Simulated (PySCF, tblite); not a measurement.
# C6H11AlN2Si: geometry, infrared bands and NMR shifts

Wanted: the infrared bands and NMR shifts of C6H11AlN2Si (`CC#CC/N=[CH]/[AlH2-][N+]#C[SiH3]`), by calculation.

Computed with tblite 0.8.0 and PySCF 2.14.0, with density-fitted response routines of our own, on a single molecule in the gas phase. Atoms are numbered from 0 throughout.

## (1) The molecule as given

21 atoms, charge 0, multiplicity 1; geometry from: force field or distance geometry start.

Bonds of the start (Å): C0–C1 1.47, C1–C2 1.23, C2–C3 1.46, C3–N4 1.44, N4–C5 1.26, C5–Al6 1.98, Al6–N7 1.87, N7–C8 1.15, C8–Si9 1.82, C0–H10 1.11, C0–H11 1.12, C0–H12 1.12, C3–H13 1.13, C3–H14 1.11, C5–H15 1.08, Al6–H16 1.61, Al6–H17 1.60, Si9–H18 1.46, Si9–H19 1.47, Si9–H20 1.48.

## (2) Relaxing the molecule with GFN2-xTB

What the job is given:

```
{"job": {"kind": "relax", "xc": "GFN2-xTB", "basis": "xTB"}, "charge": 0, "multiplicity": 1}
C     -4.840400     0.935200     0.991800
C     -3.892700     0.252300     0.100200
C     -3.082400    -0.310000    -0.630000
C     -2.119900    -0.951600    -1.519000
N     -0.944800    -1.297900    -0.754100
C     -0.040400    -0.492300    -0.414500
Al     1.486100    -1.213300     0.615600
N      3.035800    -0.185400     0.436400
C      3.995500     0.433600     0.302300
Si     5.503500     1.431900     0.068500
H     -4.399600     0.937000     2.007300
H     -5.829700     0.412000     1.008500
H     -5.045300     1.981700     0.635400
H     -2.557400    -1.902700    -1.949700
H     -1.883500    -0.309900    -2.392600
H     -0.108900     0.557400    -0.665600
H      1.776500    -2.687400     0.023400
H      1.115900    -1.417200     2.158200
H      5.301600     2.508000    -0.900300
H      5.914500     2.048300     1.343900
H      6.606400     0.596700    -0.466000
```

Launch:

```bash
OMP_NUM_THREADS=1 python probes_run.py task.json out
```

This one command runs all jobs of the session in turn.

**Question.** This job is followed by: GFN2-xTB harmonic vibrations, gas phase; GIAO PBE0/pcSseg-1 NMR shielding, non-relativistic, gas phase. What will the session give for the following? strongest single infrared mode (GFN2-xTB); zero-point energy (GFN2-xTB); ¹³C shifts against TMS (PBE0/pcSseg-1); ¹H shifts against TMS (PBE0/pcSseg-1); ¹⁵N shifts against NH3 (PBE0/pcSseg-1); ²⁷Al shifts against AlH4- (PBE0/pcSseg-1); ²⁹Si shifts against TMS (PBE0/pcSseg-1).

**Answer**, as computed:

```
                                 quantity                                                                  value
strongest single infrared mode (GFN2-xTB)                                                  2249 cm⁻¹, 595 km/mol
             zero-point energy (GFN2-xTB)                                                          86.5 kcal/mol
   ¹³C shifts against TMS (PBE0/pcSseg-1)                                255.9, 132.2, 89.2, 81.4, 60.1, 4.9 ppm
    ¹H shifts against TMS (PBE0/pcSseg-1)  11.17, 4.97, 4.48, 4.38, 4.38, 3.75, 3.72, 3.46, 2.09, 2.01, 1.93 ppm
   ¹⁵N shifts against NH3 (PBE0/pcSseg-1)                                                       374.0, 304.7 ppm
²⁷Al shifts against AlH4- (PBE0/pcSseg-1)                                                              -33.5 ppm
  ²⁹Si shifts against TMS (PBE0/pcSseg-1)                                                              -95.8 ppm
```

In words: Over 180 steps the energy fell by 1.377 eV; of the close pairs, N4–Al6 changed most, 2.792 to 1.973 Å. The lowest mode is imaginary (28i cm⁻¹), so the xTB geometry is not a minimum. The strongest single mode, at 2249 cm⁻¹, moves mainly C8 and N7. Unscaled tight-binding wavenumbers are off by several per cent, some by more. Its intensities can rank the bands wrongly. The structure rearranged or came apart on optimisation; the results belong to the end geometry, not to the formula as drawn. Shifts at one fixed geometry are not the observed spectrum, which averages over the motion.
